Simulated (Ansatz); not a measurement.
# VBiO4 (Clinobisvanite): the cost of one run

Computed with Ansatz 0.2.0 (DFT r2SCAN, scalar-relativistic, plane waves, PAW, unless a step's input says otherwise).

## 1. The system as given

Symmetry: C2/c, No. 15, monoclinic system. The conventional cell has a = 7.247 Å, b = 11.697 Å, c = 5.090 Å, α = 90.00°, β = 134.22°, γ = 90.00°. V (site symmetry 2) is surrounded by 4 O at 1.69 to 1.77 Å. Bi (site symmetry 2) has 8 O at 2.35 to 2.63 Å in its first shell of neighbours. O (site symmetry 1) has 1 V at 1.77 Å and 2 Bi at 2.35 to 2.37 Å in its first shell of neighbours. O (site symmetry 1) is surrounded by 1 V at 1.69 Å and 1 Bi at 2.52 Å.

As a file:

```cif
data_structure
_symmetry_space_group_name_H-M 'C2/c'
_symmetry_Int_Tables_number 15
_cell_length_a 7.2472
_cell_length_b 11.6972
_cell_length_c 5.0898
_cell_angle_alpha 90.000
_cell_angle_beta 134.225
_cell_angle_gamma 90.000
_cell_volume 309.20
loop_
_atom_site_label
_atom_site_type_symbol
_atom_site_symmetry_multiplicity
_atom_site_Wyckoff_symbol
_atom_site_fract_x
_atom_site_fract_y
_atom_site_fract_z
_atom_site_occupancy
V1 V 4 e 0.50000 0.63000 0.25000 1
Bi1 Bi 4 e 0.00000 0.63350 0.25000 1
O1 O 8 f 0.64650 0.70820 0.13880 1
O2 O 8 f 0.76060 0.94930 0.37960 1
```

The structure comes from the Crystallography Open Database.

(A quick probe on a coarse mesh, which set the mesh and smearing, is not shown.)

## 3. Relaxing cell and atoms

Input file input.yaml:

```yaml
crystal:
  lattice:
    - [3.6235830947, -5.8486, 0.0]
    - [3.6235830947, 5.8486, 0.0]
    - [-3.5500110127, 0.0, 3.6473943918]
  atoms:
    - { symbol: V, position: [0.87, 0.13, 0.75] }
    - { symbol: V, position: [0.13, 0.87, 0.25] }
    - { symbol: Bi, position: [0.3665, 0.6335, 0.75] }
    - { symbol: Bi, position: [0.6335, 0.3665, 0.25] }
    - { symbol: O, position: [0.9383, 0.3547, 0.6388] }
    - { symbol: O, position: [0.6453, 0.0617, 0.8612] }
    - { symbol: O, position: [0.0617, 0.6453, 0.3612] }
    - { symbol: O, position: [0.3547, 0.9383, 0.1388] }
    - { symbol: O, position: [0.8113, 0.7099, 0.8796] }
    - { symbol: O, position: [0.2901, 0.1887, 0.6204] }
    - { symbol: O, position: [0.1887, 0.2901, 0.1204] }
    - { symbol: O, position: [0.7099, 0.8113, 0.3796] }
basis:
  ecutwfc: 500
kpoints:
  mp_grid: { grid: [6, 6, 8] }
hamiltonian:
  xc: r2scan
scf:
  occupations: { method: gaussian, width: 0.02 }
output:
  forces: true
  stress: true
  eigenvalues: true
relax:
  adjacent_minimum: "off"
  f_tol: 0.005
  max_steps: 80
  cell: { stress_tol: 0.05 }
```

On the command line:

```sh
$ ansatz run input.yaml --threads 8 --pin off --max-ram 22528MiB --backend cpu --events-out ev --progress --plain --runs-dir out
```

**Question.** How long does this run take on 8 threads of Arm Neoverse V1, shared host, and how much memory does it need?

About 2.4 min, with a peak of 1.8 GiB.
